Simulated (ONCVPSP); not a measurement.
# An ONCV potential for P, from input to tests

Aim: build the potential from the settings below, then test how well it stands in for the atom: other configurations, scattering, ghost states and the plane-wave cutoff that it needs.

The numbers are computed with ONCVPSP 4.0.1.1 (patched build) (PBE, scalar-relativistic, spin-unpolarised reference atom).

**1. The atom and the settings**

The settings as typed:

```
element                 : phosphorus (P, Z = 15)
type                    : optimised norm-conserving Vanderbilt (ONCV)
frozen core             : [Ne]
valence charge          : 5
reference configuration : 3s2 3p3
partial waves           : 3s: rc 1.25 bohr, ncon 4, nbas 8, qcut 4.4 1/bohr, 2 projectors, debl 3.1 Ha; 3p: rc 1.85 bohr, ncon 4, nbas 8, qcut 3.8 1/bohr, 3 projectors, debl 1.7 Ha; d scattering state at 0.02 Ha: rc 1.90 bohr, ncon 5, nbas 9, qcut 5.1 1/bohr, 2 projectors, debl 1.4 Ha
local potential         : polynomial inside 0.85 bohr (lpopt 1, dvloc0 0 Ha)
core correction         : Teter function fitted to the true core (icmod 2), fcfact 0.2
```

The outer shells as boxes (Hund's rule for the drawing; the calculation is spin-unpolarised):

```
[Ne] core
3s [↑↓]
3p [↑ ][↑ ][↑ ]
```

**2. Generating the potential**

File P.dat:

```
# ATOM AND REFERENCE CONFIGURATION
# atsym  z   nc   nv     iexc    psfile
  P 15.00    3    2        4      upf
#
#   n    l    f
    1    0    2.00
    2    0    2.00
    2    1    6.00
    3    0    2.00
    3    1    3.00
#
# PSEUDOPOTENTIAL AND OPTIMIZATION
# lmax
    2
#
#   l,   rc,      ep,       ncon, nbas, qcut
    0    1.25    0.00    4    8    4.40
    1    1.85    0.00    4    8    3.80
    2    1.90    0.02    5    9    5.10
#
# LOCAL POTENTIAL
# lloc, lpopt,  rc(5),   dvloc0
    4    1    0.85    0.00
#
# VANDERBILT-KLEINMAN-BYLANDER PROJECTORs
# l, nproj, debl
    0    2    3.10
    1    3    1.70
    2    2    1.40
#
# MODEL CORE CHARGE
# icmod, fcfact, rcfact
    2    0.20    0.60
#
# LOG DERIVATIVE ANALYSIS
# epsh1, epsh2, depsh
   -2.00    5.00    0.02
#
# OUTPUT GRID
# rlmax, drl
    6.00    0.01
#
# TEST CONFIGURATIONS
# ncnf
    4
# nvcnf
#   n    l    f
    2
    3    0    2.00
    3    1    2.00
#
    2
    3    0    2.00
    3    1    1.00
#
    2
    3    0    2.00
    3    1    0.00
#
    2
    3    0    1.00
    3    1    0.00
#
```

On the command line:

```sh
$ oncvpsp.x < P.dat > P.out
```

**Question.** What will these runs give? Wanted: cutoffs for 1 and 0.1 mHa per electron, occupied waves; bound ghosts; GHOST(+) flags; largest test error; largest phase difference near zero energy, channels read; rms error of d²Exc/dn², without and with the model core.

As calculated:

| quantity | value |
| --- | --- |
| cutoffs for 1 and 0.1 mHa per electron, occupied waves | 18 Ha and 104 Ha |
| bound ghosts | none found |
| GHOST(+) flags | s at 119 eV |
| largest test error (AE − PS) | +191 meV, for 3s1 3p0 |
| largest phase difference near zero energy, channels read | 0.002 rad |
| rms error of d²Exc/dn², without and with the model core | 1.55 and 0.65 mHa |

**Reading.** By total energies transferability is fair for so large an energy: the largest error is 191 meV on 110.6 eV, for 3s1 3p0. That test lies far up in energy; among those under 40 eV, nearer to bonding, the largest error is 9.6 meV. The potential is of middling hardness: the looser tolerance needs 18 Ha. The tighter tolerance needs 104 Ha, and converged work needs a cutoff nearer that. At the looser tolerance the 3s wave is the slowest; 3p needs 4 Ha. It is free of bound ghosts as far as tested. Near zero energy the phases of the channels with partial waves agree within 0.002 rad. The program also flags highly localised states, GHOST(+) (s). All of this concerns the isolated atom, not yet a solid.
